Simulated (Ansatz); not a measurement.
**GaH4+ (singlet): PBE, r2SCAN, PBE0, B3LYP, wB97M-V, HSE06, B2PLYP, RPA-PBE over vertical gaps between states, cc-pVDZ**

Aim: run GaH4+ (singlet) with these functionals over vertical gaps between states, and hold them against the top wave-function level at the same points.

The runs use Ansatz 0.2.0, Gaussian basis; cc-pVDZ, all electrons in the functionals, frozen cores in the correlation of double hybrids and RPA.

To be run: PBE, r2SCAN, PBE0, B3LYP, wB97M-V, HSE06, B2PLYP, RPA-PBE, at charge 1, singlet; charge 1, triplet.

11 further runs of the same task are left out: 4 for a known fault of the program, 4 that didn't finish, 3 set aside as unsound or not needed.

## 1. What is computed

The geometry is a PBE0/def2-TZVP stationary point (not a proven minimum). No spin-orbit coupling is included. The filled d shell of Ga may be among the frozen orbitals whatever the setting's name suggests; the logs give the count.

5 atoms, charge 1, spin multiplicity 1.

Atoms are counted from 1 here; the program's logs count them from 0.

Bond lengths: Ga1–H2 1.527 Å, Ga1–H4 1.527 Å, H3–H5 0.765 Å. Angles: H2–Ga1–H4 169.3°.

No dispersion term is added; wB97M-V holds VV10 nonlocal correlation. B3LYP takes the VWN-RPA correlation. HSE06 is the plane-wave form.

The geometry shown and the zero of energy belong to the point charge 1, singlet. The yardstick, FCI, and other wave-function levels (R restricted, U unrestricted, valence and pair active spaces) come from earlier runs.

## 2. PBE, charge 1, singlet

File in.yaml:

```yaml
crystal:
  periodic: [false, false, false]
  atoms:
    - {symbol: Ga, position_ang: [0.000000, 0.000000, -0.055194]}
    - {symbol: H, position_ang: [0.000000, 1.520673, -0.197915]}
    - {symbol: H, position_ang: [0.000000, 0.382522, 2.106890]}
    - {symbol: H, position_ang: [0.000000, -1.520673, -0.197915]}
    - {symbol: H, position_ang: [0.000000, -0.382522, 2.106890]}
basis:
  gaussian: {orbitals: cc-pVDZ}
total_charge: 1
hamiltonian: {xc: {name: PBE}}
output: {orbitals: {seedname: orbitals}}
```

Run with:

```bash
$ ansatz run in.yaml --threads 1 --pin off --events-out ev --progress --plain --max-ram 2393MiB
```

Further steps of the session: PBE, charge 1, triplet; r2SCAN, charge 1, singlet; r2SCAN, charge 1, triplet; PBE0, charge 1, singlet; PBE0, charge 1, triplet; B3LYP, charge 1, singlet; B3LYP, charge 1, triplet; wB97M-V, charge 1, singlet; wB97M-V, charge 1, triplet; HSE06, charge 1, singlet; HSE06, charge 1, triplet; B2PLYP, charge 1, singlet; B2PLYP, charge 1, triplet; RPA-PBE, charge 1, singlet; RPA-PBE, charge 1, triplet.

**Question.** What will the summary of the whole plan be? Wanted: singlet to triplet, FCI; largest miss, PBE; largest miss, r2SCAN; largest miss, PBE0; largest miss, B3LYP; largest miss, wB97M-V; largest miss, HSE06; largest miss, B2PLYP; largest miss, RPA-PBE.

**Answer**, as computed:

| quantity | value |
| --- | --- |
| singlet to triplet, FCI | 604.2 kJ/mol |
| largest miss, PBE | -40.0 kJ/mol (singlet to triplet) |
| largest miss, r2SCAN | -35.9 kJ/mol (singlet to triplet) |
| largest miss, PBE0 | -22.4 kJ/mol (singlet to triplet) |
| largest miss, B3LYP | -18.4 kJ/mol (singlet to triplet) |
| largest miss, wB97M-V | +4.7 kJ/mol (singlet to triplet) |
| largest miss, HSE06 | -23.2 kJ/mol (singlet to triplet) |
| largest miss, B2PLYP | -5.4 kJ/mol (singlet to triplet) |
| largest miss, RPA-PBE | -29.2 kJ/mol (singlet to triplet) |
| largest miss, RCCSD(T) | +0.4 kJ/mol (singlet to triplet) |
| largest miss, UCCSD(T) | -1.1 kJ/mol (singlet to triplet) |

What this shows: Of the functionals, wB97M-V keep the smallest largest miss at the points compared (at most 4.7 kJ/mol) and PBE strays most (40.0 kJ/mol, at singlet to triplet). Functionals and the yardstick converge differently with the basis, so part of each miss in cc-pVDZ is the basis.
